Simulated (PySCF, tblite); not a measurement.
# C4H10Ge: geometry, infrared bands and NMR shifts

Aim: predict the infrared bands and NMR shifts of C4H10Ge (`C=C(C)[CH2][GeH3]`).

Programs: tblite 0.8.0 and PySCF 2.14.0, with density-fitted response routines of our own. Each step states its level of theory. These are calculated values for one molecule in the gas phase, unless marked as measured. Atoms count from 0, in the outputs and in this text.

**1. Starting geometry**

15 atoms, charge 0, multiplicity 1; geometry from: force field or distance geometry start.

Bonds of the start (Å): C0–C1 1.33, C1–C2 1.49, C1–C3 1.48, C3–Ge4 1.93, C0–H5 1.09, C0–H6 1.08, C2–H7 1.10, C2–H8 1.12, C2–H9 1.11, C3–H10 1.10, C3–H11 1.12, Ge4–H12 1.55, Ge4–H13 1.57, Ge4–H14 1.53.

**2. Geometry optimisation with GFN2-xTB**

Job settings and geometry (Å):

```
{"job": {"kind": "relax", "xc": "GFN2-xTB", "basis": "xTB"}, "charge": 0, "multiplicity": 1}
C     -1.587100     0.985300     0.532100
C     -0.768100     0.280600    -0.241300
C     -1.160700    -1.091600    -0.661700
C      0.548000     0.783800    -0.680200
Ge     2.040300    -0.294100    -0.084700
H     -2.557400     0.573600     0.828200
H     -1.280900     1.976200     0.831700
H     -0.595200    -1.878600    -0.139900
H     -2.231700    -1.227700    -0.347000
H     -1.147500    -1.223100    -1.761600
H      0.614500     0.880500    -1.775300
H      0.642100     1.817200    -0.256700
H      2.895500     0.586800     0.865800
H      2.930400    -0.606200    -1.334000
H      1.653400    -1.554600     0.696900
```

Command:

```sh
OMP_NUM_THREADS=1 python probes_run.py task.json out
```

The driver reads the jobs from task.json and runs them one after another.

**Question.** This job is followed by: GFN2-xTB harmonic vibrations, gas phase; GIAO PBE0/pcSseg-1 NMR shielding, non-relativistic, gas phase. Predict these results of the whole session: strongest single infrared mode (GFN2-xTB); zero-point energy (GFN2-xTB); 13C shifts against TMS (PBE0/pcSseg-1); 1H shifts against TMS (PBE0/pcSseg-1, means over atoms taken as alike); 73Ge shifts against GeMe4 (PBE0/pcSseg-1); surface potential, 1st and 99th percentile.

As calculated:

```
                                                              quantity                             value
                             strongest single infrared mode (GFN2-xTB)             2055 cm⁻¹, 503 km/mol
                                          zero-point energy (GFN2-xTB)                     74.0 kcal/mol
                                13C shifts against TMS (PBE0/pcSseg-1)      152.4, 115.4, 26.1, 23.7 ppm
1H shifts against TMS (PBE0/pcSseg-1, means over atoms taken as alike)  5.04, 5.00, 3.57, 1.96, 1.92 ppm
                             73Ge shifts against GeMe4 (PBE0/pcSseg-1)                          -223 ppm
                                 surface potential, 1st and 99th percentile                -0.69 V and 0.82 V
```

**Reading.** The optimisation took 148 steps and gained 0.330 eV; among the close pairs (by a distance rule), Ge4–H13 changed most, from 1.565 to 1.498 Å. All 39 modes are real, so the xTB geometry is a minimum. The strongest single mode, at 2055 cm⁻¹, moves mainly H14 and H13. Unscaled tight-binding wavenumbers are off by several per cent, some by more. Its intensities can rank the bands wrongly. C1 (fully substituted alkene carbon) lies farthest downfield among carbon, at 152.4 ppm; an sp2 carbon of a C=C bond. Spin-orbit coupling is left out, which matters for shieldings and couplings at and beside the heavy atoms.
